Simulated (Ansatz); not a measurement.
# HfCo2: properties at the relaxed cell

This session takes HfCo2 and sets out to measure the bulk modulus from energies at several volumes.

Computed with Ansatz 0.2.0 (DFT PBEsol, scalar-relativistic, plane waves, PAW, unless a step's input says otherwise).

2 further runs of the same task are left out: 2 set aside as unsound or not needed. Runs told in other sessions of the task aren't counted.

## (1) The structure to begin with

It takes space group Fd-3m (No. 227, cubic). The conventional cell has a = 6.770 Å, b = 6.770 Å, c = 6.770 Å, α = 90.00°, β = 90.00°, γ = 90.00°. Hf (site symmetry -43m) is surrounded by 12 Co at 2.81 Å and 4 Hf at 2.93 Å. Co (site symmetry -3m) has 6 Co at 2.39 Å and 6 Hf at 2.81 Å in its first shell of neighbours.

Coordinates:

```cif
data_structure
_symmetry_space_group_name_H-M 'P 1'
_symmetry_Int_Tables_number 1
_cell_length_a 4.7872
_cell_length_b 4.7872
_cell_length_c 4.7872
_cell_angle_alpha 60.000
_cell_angle_beta 60.000
_cell_angle_gamma 60.000
_cell_volume 77.58
loop_
_atom_site_label
_atom_site_type_symbol
_atom_site_fract_x
_atom_site_fract_y
_atom_site_fract_z
_atom_site_occupancy
Hf1 Hf 0.50000 0.50000 0.50000 1
Hf2 Hf 0.75000 0.75000 0.75000 1
Co1 Co 0.12500 0.12500 0.12500 1
Co2 Co 0.62500 0.12500 0.12500 1
Co3 Co 0.12500 0.12500 0.62500 1
Co4 Co 0.12500 0.62500 0.12500 1
```

It is the result of an earlier relaxation at this level (volume 12.93 Å³/atom; gap on the mesh: none (metal), site moments up to 0.2 μB).

## (2) Point at V/V0 = 0.97

Contents of input.yaml:

```yaml
crystal:
  lattice:
    - [0.0, 3.3508556477, 3.3508556477]
    - [3.3508556477, 0.0, 3.3508556477]
    - [3.3508556477, 3.3508556477, 0.0]
  atoms:
    - { symbol: Hf, position: [0.5, 0.5, 0.5] }
    - { symbol: Hf, position: [0.75, 0.75, 0.75] }
    - { symbol: Co, position: [0.125, 0.125, 0.125], spin: 0.18 }
    - { symbol: Co, position: [0.625, 0.125, 0.125], spin: 0.18 }
    - { symbol: Co, position: [0.125, 0.125, 0.625], spin: 0.18 }
    - { symbol: Co, position: [0.125, 0.625, 0.125], spin: 0.18 }
basis:
  ecutwfc: 420
kpoints:
  mp_grid: { grid: [10, 10, 10] }
hamiltonian:
  xc: pbesol
scf:
  occupations: { method: gaussian, width: 0.1 }
output:
  forces: true
  stress: true
  eigenvalues: true
  populations: true
magnetization:
  spin_polarized: true
```

The run is started by

```bash
> ansatz run input.yaml --threads 1 --pin off --max-ram 2560MiB --backend cpu --events-out ev --progress --plain --runs-dir out
```

## (3) The cell scaled to 1.03 of its volume

input.yaml: that of step 2 with these lines changed.

```diff
@@ -2,5 +2,5 @@
   lattice:
-    - [0.0, 3.3508556477, 3.3508556477]
-    - [3.3508556477, 0.0, 3.3508556477]
-    - [3.3508556477, 3.3508556477, 0.0]
+    - [0.0, 3.4185679445, 3.4185679445]
+    - [3.4185679445, 0.0, 3.4185679445]
+    - [3.4185679445, 3.4185679445, 0.0]
   atoms:
```

## (4) Point at V/V0 = 0.94

input.yaml: that of step 3 with these lines changed.

```diff
@@ -2,5 +2,5 @@
   lattice:
-    - [0.0, 3.4185679445, 3.4185679445]
-    - [3.4185679445, 0.0, 3.4185679445]
-    - [3.4185679445, 3.4185679445, 0.0]
+    - [0.0, 3.3159483629, 3.3159483629]
+    - [3.3159483629, 0.0, 3.3159483629]
+    - [3.3159483629, 3.3159483629, 0.0]
   atoms:
@@ -25,2 +25,6 @@
   populations: true
+  write_density: true
+  write_potential: true
+  elf: true
+  volumetric_format: npy
 magnetization:
```

## (5) Point at V/V0 = 1.06

input.yaml: that of step 4 with these lines changed.

```diff
@@ -2,5 +2,5 @@
   lattice:
-    - [0.0, 3.3159483629, 3.3159483629]
-    - [3.3159483629, 0.0, 3.3159483629]
-    - [3.3159483629, 3.3159483629, 0.0]
+    - [0.0, 3.4514408067, 3.4514408067]
+    - [3.4514408067, 0.0, 3.4514408067]
+    - [3.4514408067, 3.4514408067, 0.0]
   atoms:
@@ -25,6 +25,2 @@
   populations: true
-  write_density: true
-  write_potential: true
-  elf: true
-  volumetric_format: npy
 magnetization:
```

## (6) Volume × 0.91

input.yaml: that of step 5 with these lines changed.

```diff
@@ -2,5 +2,5 @@
   lattice:
-    - [0.0, 3.4514408067, 3.4514408067]
-    - [3.4514408067, 0.0, 3.4514408067]
-    - [3.4514408067, 3.4514408067, 0.0]
+    - [0.0, 3.2802902406, 3.2802902406]
+    - [3.2802902406, 0.0, 3.2802902406]
+    - [3.2802902406, 3.2802902406, 0.0]
   atoms:
```

## (7) Volume × 1.10

input.yaml: that of step 6 with these lines changed.

```diff
@@ -2,5 +2,5 @@
   lattice:
-    - [0.0, 3.2802902406, 3.2802902406]
-    - [3.2802902406, 0.0, 3.2802902406]
-    - [3.2802902406, 3.2802902406, 0.0]
+    - [0.0, 3.4943202322, 3.4943202322]
+    - [3.4943202322, 0.0, 3.4943202322]
+    - [3.4943202322, 3.4943202322, 0.0]
   atoms:
```

## (8) Point at V/V0 = 0.88

input.yaml: that of step 7 with these lines changed.

```diff
@@ -2,5 +2,5 @@
   lattice:
-    - [0.0, 3.4943202322, 3.4943202322]
-    - [3.4943202322, 0.0, 3.4943202322]
-    - [3.4943202322, 3.4943202322, 0.0]
+    - [0.0, 3.2438395542, 3.2438395542]
+    - [3.2438395542, 0.0, 3.2438395542]
+    - [3.2438395542, 3.2438395542, 0.0]
   atoms:
```

(Steps that only read results are left out.)

What does the calculation give? Wanted: equilibrium volume of the fit; bulk modulus.

As calculated:

| quantity | value |
| --- | --- |
| equilibrium volume of the fit | 12.95 Å³/atom |
| bulk modulus | 199 GPa |
| its pressure derivative | 5.6 |

**Reading.** The fit puts the minimum at 12.95 Å³/atom with B = 199 GPa and B' = 5.6. Compression weakens the moments, from 0.9 to 0.0 μB, as the bands widen. The runs treat Hf without spin-orbit coupling.
